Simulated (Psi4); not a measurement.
# InH2I (SMILES [InH2][I]): a chain of runs

Wanted: a structure relaxation (BLYP-D3(BJ)/def2-SVP), then the harmonic vibrations of InH2I. 

The results are computed with Psi4 1.11.

**1. The molecule**

InH2I has 4 atoms, charge 0, and is taken as a singlet. SMILES: `[InH2][I]`. All atoms were displaced at random from a relaxed shape. The run starts from this shape.

Bond lengths: In1–I2 2.675 Å, In1–H3 1.748 Å, In1–H4 1.696 Å. Angles: I2–In1–H3 111.3°, I2–In1–H4 113.4°, H3–In1–H4 135.0°.

**2. A geometry optimisation at BLYP-D3(BJ)/def2-SVP (density fitting, core potential) (run 1)**

Contents of h2iin.inp:

```
memory 1.6 GB

molecule {
  0 1
  In    -0.334288     0.020501    -0.046516
  I      2.211975     0.245651     0.740306
  H     -0.968570    -1.569904     0.306071
  H     -0.898961     1.376427    -0.893484
  symmetry c1
}

set basis def2-SVP
set geom_maxiter 60

energy_value, wavefunction = optimize('blyp-d3bj2b', return_wfn=True)
print_variables()
```

Command:

```bash
psi4 -i h2iin.inp -o h2iin.out -n 1
```

h2iin.out:

```text
[...]
    !!!  WARNING: ECP capability is in beta. Please check occupations closely.  !!!
[...]
  Running in c1 symmetry.
[...]
  Nuclear repulsion =  124.123099029196737
[...]
  Multiplicity = 1
[...]
  Nalpha       = 24
  Nbeta        = 24
[...]
    Number of basis functions: 62
[...]
   @DF-RKS iter   1:  -488.71511399661222   -3.21794e+00   9.42192e-03 DIIS/ADIIS
[...]
    !!!  WARNING: ECP capability is in beta. Please check occupations closely.  !!!
[...]
   @DF-RKS iter   7:  -488.95424279990016   -2.16005e-12   6.24575e-09 DIIS
[...]
    Orbital Energies [Eh]
    ---------------------
    Doubly Occupied:
       1A     -6.587542     2A     -4.652261     3A     -4.644952
       4A     -4.642530     5A     -4.511960     6A     -2.956627
       7A     -2.949131     8A     -2.945443     9A     -1.788120
      10A     -1.786304    11A     -1.784369    12A     -1.778295
      13A     -1.778135    14A     -0.718485    15A     -0.713737
      16A     -0.712660    17A     -0.710448    18A     -0.709843
      19A     -0.605665    20A     -0.393315    21A     -0.284086
      22A     -0.259769    23A     -0.225521    24A     -0.214158
[...]
  @DF-RKS Final Energy:  -488.95424279990016
   => Energetics <=
    Nuclear Repulsion Energy =            121.1817707977232601
    One-Electron Energy =               -1095.8129896129287317
    Two-Electron Energy =                 525.2161044964614121
    DFT Exchange-Correlation Energy =     -39.5331894525437662
    Empirical Dispersion Energy =          -0.0059390286123460
    VV10 Nonlocal Energy =                  0.0000000000000000
    Total Energy =                       -488.9542427999001575
[...]
 Multipole Moments:
 ------------------------------------------------------------------------------------
     Multipole            Electronic (a.u.)      Nuclear  (a.u.)        Total (a.u.)
 ------------------------------------------------------------------------------------
 L = 1.  Multiply by 2.5417464519 to convert [e a0] to [Debye]
 Dipole X            :          1.0400515           -1.8881971           -0.8481456
 Dipole Y            :          0.1107653           -0.2021596           -0.0913943
 Dipole Z            :          0.3394023           -0.6157097           -0.2763074
 Magnitude           :                                                    0.8966882
[...]
  -Total Gradient:
     Atom            X                  Y                   Z
    ------   -----------------  -----------------  -----------------
       1       -0.000004446341     0.000013447002    -0.000006914106
       2        0.000013032267     0.000012729862    -0.000000520922
       3        0.000058271946     0.000000880190     0.000021100226
       4        0.000088993476    -0.000010275808     0.000037115676
[...]
    Final optimized geometry and variables:
    Molecular point group: c1
    Full point group: C1
    Geometry (in Angstrom), charge = 0, multiplicity = 1:
    IN          -1.345699417088    -0.144733463792    -0.438521390408
    I            1.250159415119     0.134453059794     0.407390014326
    H           -2.034225402025    -1.691643382057    -0.051345041670
    H           -1.959263098273     1.262741383901    -1.250275675463
  Variable Map:
  ----------------------------------------------------------------------------
  "BLYP-D3(BJ) DISPERSION CORRECTION ENERGY" =>      -0.005939028612
  "CURRENT ENERGY"                           =>    -488.954242799900
  "CURRENT REFERENCE ENERGY"                 =>    -488.954242799900
  "DD SOLVATION ENERGY"                      =>       0.000000000000
[...]
```

The script printed:

```text
Optimizer: Optimization complete!
```

Run time: 87 s. Hardware: 1 thread of AMD EPYC, shared host; peak memory 0.39 GiB.

The path in brief:

```
step  energy from the first frame kept (eV)  largest force (eV/Å)
   0                                 0.0000                0.7333
   1                                -0.0254                0.3338
   2                                -0.0188                0.4687
   3                                -0.0362                0.1844
   4                                -0.0404                0.0346
   5                                -0.0406                0.0198
   6                                -0.0407                0.0050
```

After the run. Bond lengths: In1–I2 2.744 Å, In1–H3 1.737 Å, In1–H4 1.737 Å. Angles: I2–In1–H3 113.4°, I2–In1–H4 113.3°, H3–In1–H4 133.3°.

**3. Vibrational wavenumbers at BLYP-D3(BJ)/def2-SVP (density fitting, core potential) (run 2)**

Contents of input.in:

```
memory 1600 MB

molecule {
  0 1
  In    -0.359675    -0.008017    -0.077559
  I      2.236184     0.271170     0.768352
  H     -1.048201    -1.554926     0.309617
  H     -0.973239     1.399458    -0.889313
}

set globals {
  t 298.15
  rotational_symmetry_number 2
}

E = freq('blyp-d3bj/def2-SVP')
print_variables()
```

Command:

```bash
psi4 -i input.in -o input.out -n 1
```

input.out, shortened:

```text
[...]
    !!!  WARNING: ECP capability is in beta. Please check occupations closely.  !!!
[...]
  Running in c1 symmetry.
[...]
  Nuclear repulsion =  121.181770748853097
[...]
  Multiplicity = 1
[...]
  Nalpha       = 24
  Nbeta        = 24
[...]
    Number of basis functions: 62
[...]
   @DF-RKS iter   1:  -488.70994347813615   -3.26715e+00   9.52066e-03 ADIIS/DIIS
[...]
   @DF-RKS iter  12:  -488.95424262711151   -7.78755e-12   7.46184e-09 DIIS
[...]
  @DF-RKS Final Energy:  -488.95424262711151
   => Energetics <=
    Nuclear Repulsion Energy =            121.1764078883791740
    One-Electron Energy =               -1095.8024388840383381
    Two-Electron Energy =                 525.2107307475273501
    DFT Exchange-Correlation Energy =     -39.5330037083214094
    Empirical Dispersion Energy =          -0.0059386706582381
    VV10 Nonlocal Energy =                  0.0000000000000000
    Total Energy =                       -488.9542426271115119
[...]
 Multipole Moments:
[...]
  -Total Gradient:
     Atom            X                  Y                   Z
    ------   -----------------  -----------------  -----------------
       1        0.000075913001    -0.000053603342     0.000050759482
       2        0.000010697998     0.000005888132     0.000001452623
       3        0.000040119378    -0.000082716359     0.000049203252
       4        0.000029076948     0.000147205977    -0.000050648112
[...]
  ==> Harmonic Vibrational Analysis <==
[...]
  Freq [cm^-1]                 185.4222            365.0539            487.5392
[...]
  IR activ [km/mol]            19.7901             13.4420             51.6783
[...]
  Freq [cm^-1]                 545.4042           1715.2554           1746.3888
[...]
  IR activ [km/mol]            220.4085            74.5298             226.0964
[...]
  Total E_0, Enthalpy at 0 [K]                                                         -488.94274930 [Eh]
[...]
  Total H, Enthalpy at  298.15 [K]                                                     -488.93761384 [Eh]
[...]
  Total G, Gibbs energy at  298.15 [K]                                                 -488.97137354 [Eh]
[...]
```

On the terminal:

```text
Warning: used thermodynamics relations inappropriate for low-frequency modes: ['185.4222' '365.0539' '487.5392' '545.4042']
```

Run time: 4.2 min. Hardware: 1 thread of AMD EPYC, shared host; peak memory 0.38 GiB.

**4. Outcome**

| quantity | value |
| --- | --- |
| run 1, BLYP-D3(BJ)/def2-SVP: total energy at the end | -488.95424 Eh |
| run 1, BLYP-D3(BJ)/def2-SVP: dipole moment | 2.28 D |
| run 1, BLYP-D3(BJ)/def2-SVP: HOMO energy | -5.83 eV |
| run 1, BLYP-D3(BJ)/def2-SVP: LUMO energy | -2.73 eV |
| run 1, BLYP-D3(BJ)/def2-SVP: HOMO–LUMO gap | 3.10 eV |
| run 1, BLYP-D3(BJ)/def2-SVP: dispersion energy | -15.59 kJ/mol |
| run 2, BLYP-D3(BJ)/def2-SVP: lowest harmonic wavenumber | 185 cm⁻¹ |
| run 2, BLYP-D3(BJ)/def2-SVP: highest harmonic wavenumber | 1746 cm⁻¹ |
| run 2, BLYP-D3(BJ)/def2-SVP: zero-point energy | 30.2 kJ/mol |
| run 2, BLYP-D3(BJ)/def2-SVP: ideal-gas entropy at 298.15 K (symmetry number 2 as used) | 71.1 cal/(mol K) |

What this shows: The optimisation (run 1, BLYP-D3(BJ)/def2-SVP) took 7 steps and changed the energy by -0.041 eV. All 6 modes (run 2, BLYP-D3(BJ)/def2-SVP) are real, so the shape is a minimum at this level.
